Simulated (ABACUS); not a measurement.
**Ta3AsAu2O13 in ABACUS: the effect of functional**

Ta3AsAu2O13:

```xyz
19
Lattice="5.2072 3.0064 4.1149 -5.2072 3.0064 4.1149 0.0000 -6.0127 4.1149" Properties=species:S:1:pos:R:3 pbc="T T T"
Au    0.0000    0.0000   11.9200
Au    0.0000    0.0000    9.2715
Ta   -1.7767    1.0258    4.2567
Ta    0.0000   -2.0516    4.2567
Ta    1.7767    1.0258    4.2567
As    0.0000    0.0000    6.8980
O    -1.3475    0.7780    6.1119
O     0.0000   -1.5560    6.1119
O     1.3475    0.7780    6.1119
O     2.5210   -0.6316    3.5826
O    -0.7135    2.4990    3.5826
O    -1.8075   -1.8674    3.5826
O     1.8075   -1.8674    3.5826
O    -2.5210   -0.6316    3.5826
O     0.7135    2.4990    3.5826
O    -3.3244    1.9194    3.9804
O     0.0000   -3.8387    3.9804
O     3.3244    1.9194    3.9804
O     0.0000    0.0000    3.8071
```

The cell was built by a generator and needn't be a form met in nature.

The cell isn't the ideal one: volume scaled by 0.98.

Alike in all runs:

* Program: ABACUS 3.10.1
* Task: equation of state
* Potentials or basis: PseudoDojo NC SR 0.4.1 PBE standard
* Cutoff: 1361 eV
* Density cutoff: 5442 eV
* Basis: DZP LCAO (the cutoffs set its grid)
* k mesh: 3 × 3 × 3
* Occupations: fermi-dirac, width 0.05 eV
* Spin: no spin polarisation

Question: One run gave: gap on the mesh 0.99 eV; pressure -1.2 GPa; largest force 0.82 eV/Å. Which functional did it use?
A. BLYP
B. PBEsol
C. LDA
D. revPBE

Answer: C.

| functional | gap on the mesh (eV) | pressure (GPa) | largest force (eV/Å) |
| --- | --- | --- | --- |
| LDA | 0.99 | -1.2 | 0.82 |
| PBEsol | 1.07 | 0.9 | 0.90 |
| revPBE | 1.19 | 5.1 | 1.09 |
| BLYP | 1.14 | 6.7 | 1.42 |

Caveats: the atomic orbitals were generated for these runs and aren't a published set; the potentials were made for another functional, which shifts forces and pressure; spin-orbit coupling is left out, which moves the levels of the heavy elements; an odd mesh through Γ misses points on the zone boundary, where band edges often lie; the basis of atomic orbitals isn't converged, which shifts pressures, moduli and gaps.

Runs at the PBE level aren't shown here.
